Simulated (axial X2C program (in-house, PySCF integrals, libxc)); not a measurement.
**All-electron X2C curves of TlCl**

Aim: find the lowest determinant of TlCl, scan the bond at several levels and fit the constants, once spin-free and once with spin–orbit coupling.

The runs use an in-house X2C program for linear molecules on PySCF integrals; all-electron X2C, Tl dyall-cv3z, Cl dyall-av3z.

All values are calculated.

## Step 1: The job

Contents of task.json:

```json
{"zs": [81, 17], "q": 0, "bas": ["dyall-cv3z", "dyall-av3z"], "levels": ["PBE0", "HF", "PBE", "TPSS", "B97-3"], "cc": true, "r0": 2.43, "thr": -2.0, "nmax": 140}
```

Keys: zs atomic numbers; q charge; bas basis sets; levels methods (HF also brings MP2); cc coupled cluster on or off; r0 starting distance in Å; thr threshold in hartree for freezing inner shells (an s shell follows its p shell); nmax most natural virtual spinors.

Started as:

```console
> python so2c.py task.json out
```

Spin-free means the one-electron spin-free X2C Hamiltonian; two-component (2c) means X2C with spin–orbit coupling and atomic mean-field two-electron Coulomb and Gaunt terms. Basis: Tl dyall-cv3z contracted to [12s14p10d7f1g], Cl dyall-av3z contracted to [9s8p3d2f]; Gaussian nuclei, density fitting. Masses: Tl 204.974 u, Cl 34.969 u.

Notation: σ, π±, δ± give the projection m of an orbital's angular momentum (0, ±1, ±2), α and β its spin, Λ and M_S the sums; ω is the projection of a spinor's total angular momentum and Ω the sum. Logs are in hartree.

The runs that follow: PBE0, spin-free; HF, spin-free; PBE, spin-free; TPSS, spin-free; B97-3, spin-free; Correlated methods, spin-free; PBE0, 2c; HF, 2c; PBE, 2c; TPSS, 2c; B97-3, 2c; MP2 and beyond, 2c.

Before running it: what results should come out? Wanted: for each run, Hamiltonian; Re; ωe; De; μ.

**Answer**, as computed:

Lowest determinant that the search found at its distance, spin-free: M_S = 0, Λ = 0 (closed shell).

Lowest determinant that the search found at its distance, 2c: Ω = 0 (closed shell).

```tsv
Hamiltonian	level	Re (Å)	ωe (cm⁻¹)	De (eV)	μ (D)
spin-free	PBE0	2.508	277.0	4.39	-4.64
spin-free	HF	2.540	265.9	3.18	-5.15
spin-free	MP2	2.505	279.9	4.51	n/a
spin-free	CCSD	2.520	274.2	4.24	n/a
spin-free	CCSD(T)	2.518	275.6	4.34	n/a
spin-free	PBE	2.530	268.3	4.53	-4.54
spin-free	TPSS	2.531	269.9	4.50	-4.64
spin-free	B97-3	2.537	266.2	4.46	-4.90
2c	PBE0	2.500	278.6	3.83	-4.43
2c	HF	2.531	268.2	2.48	-4.95
2c	MP2	2.498	281.4	3.91	n/a
2c	CCSD	2.513	275.7	3.60	n/a
2c	CCSD(T)	2.512	277.0	3.71	n/a
2c	PBE	2.523	268.9	4.00	-4.34
2c	TPSS	2.524	270.6	4.03	-4.44
2c	B97-3	2.529	267.7	3.80	-4.70
```

Dipoles are positive if Cl is the positive end.

At CCSD(T), going from spin-free to two-component changes Re by -7 mÅ, ωe by +0.5 %, which is small (part of it comes from the scalar share of the two-electron terms). De moves by -0.63 eV; both De rest on single-determinant atoms, which can miss part of an open shell's spin–orbit lowering.

De refers to Tl + Cl, each in the lowest determinant found, which need not be this curve's own limit. Each curve is one determinant whose occupation by symmetry is held fixed; it was picked as the lowest of a PBE0 search that is not exhaustive. The closed shell is kept restricted; where the fragments are open shells, the energy then runs too high at long range. De is counted from the lowest determinant-based energies of the atoms at the same level, without counterpoise correction. CCSD and (T) use frozen natural virtuals with an MP2 correction for the truncation. The meta-GGAs lack a current-density term, which matters for open shells with orbital currents, atoms included.
